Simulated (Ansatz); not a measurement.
Mg14AlC, space group Amm2, the D3 and D4 dispersion energy

Computed with Ansatz 0.2.0 through its Python package.

At the Python prompt:
```pycon
>>> import ansatz as az
>>> import numpy as np
>>> vectors0 = np.array([
...     [9.705828, 0.0, 0.0],
...     [0.0, 3.259787, 5.41051],
...     [0.0, -3.259787, 5.41051],
... ])
>>> sites = [
...     ('Mg', (0.0, 0.162036, 0.162036)),
...     ('Mg', (0.0, 0.662886, 0.662886)),
...     ('Mg', (0.5, 0.123849, 0.639444)),
...     ('Mg', (0.0, 0.164195, 0.672855)),
...     ('Mg', (0.5, 0.639444, 0.123849)),
...     ('Mg', (0.0, 0.672855, 0.164195)),
...     ('Mg', (0.284669, 0.355097, 0.824651)),
...     ('Mg', (0.715331, 0.355097, 0.824651)),
...     ('Mg', (0.284669, 0.824651, 0.355097)),
...     ('Mg', (0.715331, 0.824651, 0.355097)),
...     ('Mg', (0.249478, 0.333268, 0.333268)),
...     ('Mg', (0.750522, 0.333268, 0.333268)),
...     ('Mg', (0.259061, 0.828434, 0.828434)),
...     ('Mg', (0.740939, 0.828434, 0.828434)),
...     ('Al', (0.5, 0.161767, 0.161767)),
...     ('C', (0.5, 0.730061, 0.730061)),
... ]
>>> def build(cell):
...     crystal = az.Crystal(lattice=az.Lattice.of(cell))
...     for symbol, position in sites:
...         crystal = crystal.atom(symbol, position)
...     return crystal
...
>>> atoms = [(site[0], site[1]) for site in sites]
>>> print('dispersion energy and pressure at linear scale factors', (1.0, 1.05))
dispersion energy and pressure at linear scale factors (1.0, 1.05)
>>> for functional in (az.Functional.HSE06, az.Functional.PBE0):
...     for method in ('d3bj', 'd4'):
...         damping = az.dispersion_damping(method=method, xc=functional)
...         line = []
...         for scale in (1.0, 1.05):
...             term = az.pairwise_dispersion(vectors=(vectors0 * scale).tolist(), atoms=atoms, damping=damping, periodic=(True, True, True))
...             line.append(f'{term.energy_ev / len(atoms):.4f} eV/atom, {np.trace(term.stress_gpa) / 3:.2f} GPa')
...         print(functional.value, method, '|', ' | '.join(line))
...
hse06 d3bj | -0.3456 eV/atom, -2.61 GPa | -0.3001 eV/atom, -1.96 GPa
hse06 d4 | -0.1105 eV/atom, 6.34 GPa | -0.1423 eV/atom, -0.84 GPa
pbe0 d3bj | -0.3014 eV/atom, -2.22 GPa | -0.2628 eV/atom, -1.68 GPa
pbe0 d4 | -0.1124 eV/atom, 6.43 GPa | -0.1448 eV/atom, -0.85 GPa
>>> print('charges of the D4 model in the last cell:', np.round(term.partial_charges_e, 3))
charges of the D4 model in the last cell: [ 0.023  0.007  0.216  0.     0.216  0.     0.152  0.152  0.152  0.152
  0.051  0.051  0.094  0.094 -0.537 -0.826]
```

The structure comes from a database and needn't be a stable phase.
